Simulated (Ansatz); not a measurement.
## CH8AsNOSi2, SMILES O=CN[SiH2][AsH][SiH3]: a single point in a Gaussian basis, step by step

With Ansatz 0.2.0 through its Python package.

The cells in order, each with its output:

```python
from pathlib import Path

import ansatz as az
import numpy as np
```

```python
geometry_ang = [
    ("O", (-2.5822, 2.1118, 0.5013)),
    ("C", (-2.2264, 1.1509, 1.2343)),
    ("N", (-1.3515, 0.134, 0.7417)),
    ("Si", (-0.6987, 0.1498, -0.9299)),
    ("As", (0.6813, -1.6903, -1.2391)),
    ("Si", (2.3009, -0.8189, 0.1765)),
    ("H", (-2.5895, 1.0965, 2.2519)),
    ("H", (-1.0736, -0.6473, 1.3755)),
    ("H", (-1.8095, 0.0965, -1.8916)),
    ("H", (0.072, 1.384, -1.142)),
    ("H", (1.3503, -1.0622, -2.505)),
    ("H", (1.8128, -0.8676, 1.5627)),
    ("H", (3.5325, -1.6133, 0.0584)),
    ("H", (2.5816, 0.576, -0.1948)),
]
system = az.Crystal.molecule()
for symbol, xyz in geometry_ang:
    system = system.atom(symbol, xyz)
```

```python
setup = (
    system.calculation()
    .basis(gaussian="def2-SVPD")
    .functional("B3LYP")
    .accuracy("medium")
    .forces()
    .orbitals()
)
outcome = setup.run(threads=1, backend="cpu", runs_dir="out")
report = outcome.report

report["converged"], report["free_energy_ev"]
```

    (True, -81288.71370929189)

```python
report["mean_field"]["state"]["spin_squared"]
```

    8.526512829121202e-14

```python
report["reference_energy_ev"]
```

    -81288.71370929189

```python
print(f"E = {report['free_energy_ev']:.6f} eV = {report['free_energy_ev'] / 27.211386246:.7f} Ha")
print("converged:", report["converged"], " doubts:", report["published_state_doubts"] or "none")

symbols = [site.symbol for site in system.cartesian_sites]
print("forces (eV/A)")
for symbol, f in zip(symbols, report["forces_ev_ang"]):
    print(f"  {symbol:2s} {f[0]:9.4f} {f[1]:9.4f} {f[2]:9.4f}")
```

    E = -81288.713709 eV = -2987.3051293 Ha
    converged: True  doubts: none
    forces (eV/A)
      O     0.9689   -2.5049    1.7955
      C     0.6326    1.2202   -3.7073
      N    -0.8014    0.3758    1.4091
      Si   -0.5977    0.7949    0.1275
      As    0.0430   -0.8786   -0.7380
      Si    0.4500    0.1847    0.0579
      H    -0.0018   -0.4629    0.7966
      H    -0.5400    1.0361   -0.4343
      H    -0.2486   -0.0437   -0.1851
      H     0.0946    0.3157   -0.0006
      H    -0.3137   -0.1508    0.4651
      H    -0.1354   -0.0474    0.3624
      H     0.3041   -0.2040    0.0244
      H     0.1454    0.3650    0.0268

```python
charges = report["charge_distribution"]
print("dipole moment", round(4.803205 * float(np.linalg.norm(charges["dipole_moment_e_ang"])), 3), "D")
print("Mulliken:", [(s, round(q, 3)) for s, q in zip(symbols, charges["mulliken_charges_e"])])

lines = Path(report["orbitals_path"]).read_text().splitlines()
field_of = lambda key: [line.split("=")[1].strip() for line in lines if line.startswith(key)]
orbitals = [(27.211386 * float(e), s, float(n)) for e, s, n in zip(field_of("Ene="), field_of("Spin="), field_of("Occup="))]
homo = max(e for e, _, n in orbitals if n > 0.5)
lumo = min(e for e, _, n in orbitals if n < 0.5)
for e, spin, n in sorted(orbitals):
    if homo - 15 < e < lumo + 5:
        print(f"{spin:6s} {e:10.3f} eV  occupation {n:.0f}")
```

    dipole moment 3.52 D
    Mulliken: [('O', -0.422), ('C', 0.935), ('N', -0.155), ('Si', -0.094), ('As', -0.18), ('Si', -0.696), ('H', -0.432), ('H', -0.17), ('H', 0.192), ('H', 0.21), ('H', 0.129), ('H', 0.223), ('H', 0.212), ('H', 0.247)]
    Alpha     -18.073 eV  occupation 2
    Alpha     -16.933 eV  occupation 2
    Alpha     -15.237 eV  occupation 2
    Alpha     -14.707 eV  occupation 2
    Alpha     -14.022 eV  occupation 2
    Alpha     -12.063 eV  occupation 2
    Alpha     -11.426 eV  occupation 2
    Alpha     -11.100 eV  occupation 2
    Alpha     -10.516 eV  occupation 2
    Alpha     -10.285 eV  occupation 2
    Alpha      -9.735 eV  occupation 2
    Alpha      -9.552 eV  occupation 2
    Alpha      -8.408 eV  occupation 2
    Alpha      -7.887 eV  occupation 2
    Alpha      -7.671 eV  occupation 2
    Alpha      -7.380 eV  occupation 2
    Alpha      -0.957 eV  occupation 0
    Alpha      -0.798 eV  occupation 0
    Alpha      -0.365 eV  occupation 0
    Alpha      -0.091 eV  occupation 0
    Alpha      -0.077 eV  occupation 0
    Alpha       0.300 eV  occupation 0
    Alpha       0.613 eV  occupation 0
    Alpha       0.825 eV  occupation 0
    Alpha       1.080 eV  occupation 0
    Alpha       1.314 eV  occupation 0
    Alpha       1.792 eV  occupation 0
    Alpha       1.923 eV  occupation 0
    Alpha       2.036 eV  occupation 0
    Alpha       2.256 eV  occupation 0
    Alpha       2.594 eV  occupation 0
    Alpha       2.858 eV  occupation 0
    Alpha       2.937 eV  occupation 0
    Alpha       3.171 eV  occupation 0
    Alpha       3.339 eV  occupation 0
    Alpha       3.358 eV  occupation 0
    Alpha       3.654 eV  occupation 0
    Alpha       3.975 eV  occupation 0
    Alpha       4.003 eV  occupation 0

The settings weren't tested for convergence. The geometry is a force-field or estimated start, not a minimum of this method, and the basis set is short of its limit. Alpha marks a spatial orbital of a restricted run, filled by both spins. b3lyp holds the VWN-RPA fit, as in Gaussian; the form of ORCA and Turbomole is b3lyp5. Levels such as HOMO and LUMO are orbital energies: with these approximate functionals they aren't the ionisation energy and electron affinity, and their gap isn't the fundamental gap. Mulliken charges are unreliable in a basis with diffuse functions. Hardware and time: 26 s on 1 thread of Arm Neoverse V1, on a shared host, peak memory 0.81 GiB.

(Lines on the test bed's own set-up are left out of the output.)
